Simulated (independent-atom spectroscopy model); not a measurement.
**Angle-resolved XPS of Ir on SiC**

Aim: the ratio of the Ir 4d5/2 peak of the film to the C 1s peak of the substrate as the sample is tilted.

The numbers are computed with independent-atom spectroscopy model (version 2): angle-resolved photoelectron peak ratio of a uniform film on a substrate: exponential attenuation with lengths from TPP-2M (nominal gaps) and the elastic albedo, Dirac-Hartree-Slater cross sections, magic-angle geometry.

### 1 The sample

0.49 nm of Ir (19.75 g/cm³) on SiC (3.21 g/cm³).

### 2 Calculation

The inputs of this calculation:

```json
{
  "film": "Ir",
  "film_density": 19.75,
  "base": "SiC",
  "base_density": 3.21,
  "photon_energy": 1486.7,
  "film_peak": "Ir 4d5/2",
  "base_peak": "C 1s",
  "thickness": 0.49,
  "emission_angle": [0, 10, 20, 30, 40, 45, 50, 55]
}
```

Units: film_density in g/cm³, base_density in g/cm³, photon_energy in eV, thickness in nm, emission_angle in degrees.

**Question.** What will these runs give? Wanted: ratio at normal emission; ratio at 55°.

**Answer**, as computed:

```
                                            quantity    value
                            ratio at normal emission     3.74
                                        ratio at 55°     7.82
attenuation length of the substrate peak in the film  1.10 nm
                          thickness over that length     0.45
```

**Reading.** The film is 0.45 attenuation lengths thick, so 64 % of the substrate's signal gets out at 0°. Tilting to 55° lengthens the path by 1/cos θ and raises the ratio 2.1-fold. Islands, roughness and grazing exit, where elastic scattering matters more, are outside the model.
